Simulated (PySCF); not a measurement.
# The bond of AlSb−, level by level

One table from this session's results is given with a row withheld; the runs are named, their logs left out.

The runs use PySCF 2.14.0; Al def2-TZVPPD, Sb def2-TZVPPD with ECP28, scalar-relativistic core potentials.

3 further runs of the same task are left out: 3 set aside as unsound or not needed.

The first run:

A driver script around PySCF takes these settings:

```yaml
atoms: Al, Sb
charge: -1
basis: Al def2-TZVPPD, Sb def2-TZVPPD with ECP28
Hamiltonian: scalar-relativistic core potentials
basis_functions: 104
electrons_treated: 37
masses_in_u: 26.9815, 120.9038
levels: PBE0, PBE, r²SCAN, r²SCANh, PW91, BP86, MN15, M06-2X, ωB97M-V, MP2, SCS-MP2, CCSD, CCSD(T)
grid: 80 radial by 434 angular points
occupations: held fixed by the projection of orbital angular momentum
dissociation_limit: Al + Sb−, each in its ground configuration
starting_distance_in_angstrom: 2.660
values_of_2S_to_try: 1, 3
```

Started as:

```console
OMP_NUM_THREADS=2 python dia.py task.json out
```

Steps of the session up to this table: Input; PBE0 along the bond; Excited determinants; PBE (GGA); r²SCAN (meta-GGA); r²SCANh (hybrid meta-GGA); PW91 (GGA); BP86 (GGA); MN15; M06-2X (hybrid meta-GGA); ωB97M-V; MP2 and coupled cluster.

One table of the session follows, with a row left open; its other results are not shown here.

It belongs to the step «Constants by level of theory». 

```
       level  Re (Å)  ωe (cm⁻¹)  De (eV)  μ (D)
   ROHF-CCSD   2.424        374     2.66    n/a
ROHF-CCSD(T)   2.431        371     2.99    n/a
         PBE       ?          ?        ?      ?
        PW91   2.434        359     3.20   1.84
        BP86   2.439        355     3.11   1.80
      r²SCAN   2.414        374     3.12   1.71
     r²SCANh   2.410        377     3.04   1.60
        PBE0   2.416        374     2.98   1.57
        MN15   2.418        361     3.03   1.22
      M06-2X   2.436        363     2.53   1.28
     ωB97M-V   2.415        370     2.76   1.06
```

Estimate the missing values for PBE.

The run gave: Re (Å): 2.437; ωe (cm⁻¹): 359; De (eV): 3.18; μ (D): 1.87. In the column «Re (Å)» it lies between M06-2X (2.436) and BP86 (2.439).
